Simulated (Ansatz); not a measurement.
**C₄H₉B: a ladder of functionals and wavefunction methods**

An exercise on one series of results from a longer session: the logs are not shown, and one member is left open.

Method: functionals in def2-TZVPP, the program's frozen cores in correlated methods; program: Ansatz 0.2.0, Gaussian basis.

Plan: PBE-D4, r2SCAN-D4, PBE0-D4, B3LYP-D4, ωB97X-V, ωB97M-V, B2PLYP; CCSD(T)/def2-TZVPP; MP2/def2-QZVPP; extrapolation to the limit.

## Structure used throughout

All runs share one geometry, relaxed beforehand with PBE0-D4 in a triple-zeta def2 set.

14 atoms, charge 0, spin multiplicity 1.

Atoms are counted from 1 here; the program's logs count them from 0.

Bond lengths: B1–C2 1.529 Å, B1–H6 1.200 Å, B1–H7 1.199 Å, C2–C3 1.505 Å, C2–C4 1.351 Å, C3–H8 1.095 Å, C3–H9 1.090 Å, C3–H10 1.095 Å, C4–C5 1.488 Å, C4–H11 1.087 Å, C5–H12 1.096 Å, C5–H13 1.096 Å, C5–H14 1.089 Å. Angles: C2–B1–H6 121.6°, C2–B1–H7 119.3°, H6–B1–H7 119.1°, B1–C2–C3 122.9°, B1–C2–C4 116.9°, C3–C2–C4 120.2°, C2–C3–H8 111.6°, C2–C3–H9 111.4°, C2–C3–H10 111.6°, H8–C3–H9 107.8°, H8–C3–H10 106.5°, H9–C3–H10 107.8°, C2–C4–C5 125.0°, C2–C4–H11 117.6°, C5–C4–H11 117.4°, C4–C5–H12 110.8°, C4–C5–H13 110.7°, C4–C5–H14 112.4° and more.

Set-up of the first run:

The input, in.yaml:

```yaml
crystal:
  periodic: [false, false, false]
  atoms:
    - {symbol: B, position_ang: [-0.319703, 2.100053, -0.110771]}
    - {symbol: C, position_ang: [-0.080446, 0.608679, 0.124409]}
    - {symbol: C, position_ang: [0.123871, 0.020604, 1.494099]}
    - {symbol: C, position_ang: [-0.057364, -0.186496, -0.967514]}
    - {symbol: C, position_ang: [0.160969, -1.658482, -0.947741]}
    - {symbol: H, position_ang: [-0.355927, 2.881183, 0.798874]}
    - {symbol: H, position_ang: [-0.474966, 2.500273, -1.230211]}
    - {symbol: H, position_ang: [1.095656, -0.478011, 1.578211]}
    - {symbol: H, position_ang: [0.075786, 0.787920, 2.266758]}
    - {symbol: H, position_ang: [-0.634327, -0.735313, 1.725946]}
    - {symbol: H, position_ang: [-0.209565, 0.283362, -1.935629]}
    - {symbol: H, position_ang: [-0.599832, -2.155739, -0.335832]}
    - {symbol: H, position_ang: [1.124593, -1.901759, -0.486449]}
    - {symbol: H, position_ang: [0.138254, -2.095375, -1.945450]}
basis:
  gaussian: {orbitals: def2-TZVPP}
hamiltonian: {xc: pbe, dispersion: d4}
output: {forces: true, orbitals: {seedname: orbitals}}
```

Command:

```
> ansatz run in.yaml --threads 4 --pin off --events-out ev --progress --plain --max-ram 10444MiB
```

Steps of the session up to this table: PBE-D4 (GGA); r2SCAN-D4 (meta-GGA); PBE0-D4 (hybrid); B3LYP-D4 (hybrid); ωB97X-V (range-separated); ωB97M-V (range-separated); B2PLYP (double hybrid); CCSD(T) in def2-TZVPP; MP2 in def2-QZVPP.

One table of the session follows, with a row left open; its other results are not shown here.

It belongs to the step «Atomisation energies». 

```
            method  atomisation energy (eV)
            PBE-D4                   58.947
         r2SCAN-D4                   58.068
           PBE0-D4                   58.289
          B3LYP-D4                   58.031
           ωB97X-V                   57.816
           ωB97M-V                   57.981
            B2PLYP                   57.409
     HF/def2-TZVPP                   44.345
    MP2/def2-TZVPP                   57.148
   CCSD/def2-TZVPP                   55.792
CCSD(T)/def2-TZVPP                   56.493
           MP2/CBS                   58.298
       CCSD(T)/CBS                        ?
```

Q: Estimate the row for CCSD(T)/CBS from the others.

As computed: atomisation energy (eV): 57.643. In the column «atomisation energy (eV)» it lies between B2PLYP (57.409) and ωB97X-V (57.816).
